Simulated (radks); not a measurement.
**Exchange and kinetic functionals tested on atomic densities: Au, Cs, Ce⁴⁺, Ag⁺, Mo¹⁹⁺, Ar**

The task here is to estimate one member of a computed series from the others.

Method: non-relativistic Kohn-Sham, r2SCAN, spin-polarised, spherical densities, point nucleus; open shells are filled with parallel spins first. Code: radks (a radial shooting solver on a logarithmic mesh, Libxc functionals) version 1.

### The system

- species: Au ([Xe] 4f14 5d10 6s1), Cs ([Xe] 6s1), Ce⁴⁺ ([Xe]), Ag⁺ ([Kr] 4d10), Mo¹⁹⁺ ([Ar] 3d5), Ar ([Ar])

Set-up of the first run:

The run's settings:

```text
Z 79
configuration [Xe] 4f14 5d10 6s1
relativity non-relativistic
functional r2scan,r2scan
spin polarised
nucleus point
```

Among the steps run: Au, [Xe] 4f14 5d10 6s1.

One of the session's tables, all rows but one given; the rest of the session is left out.

It belongs to the step «Au, [Xe] 4f14 5d10 6s1». Radial moments (bohr):

```
  level    <r>  outermost maximum (interpolated)  90 % within  nodes
5s down  1.031                             0.937         1.48      4
  5s up  1.031                             0.937         1.48      4
5p down  1.122                             0.994         1.63      3
  5p up  1.123                             0.994         1.63      3
  5d up  1.583                              1.20         2.50      2
5d down  1.553                              1.20         2.43      2
  6s up      ?                                 ?            ?      ?
6s down  3.382                              2.68         5.18      5
```

Estimate the missing values for 6s up.

**Answer.** <r>: 3.334; outermost maximum (interpolated): 2.72; 90 % within: 5.03; nodes: 5. In the column «<r>» it lies between 5d up (1.583) and 6s down (3.382).
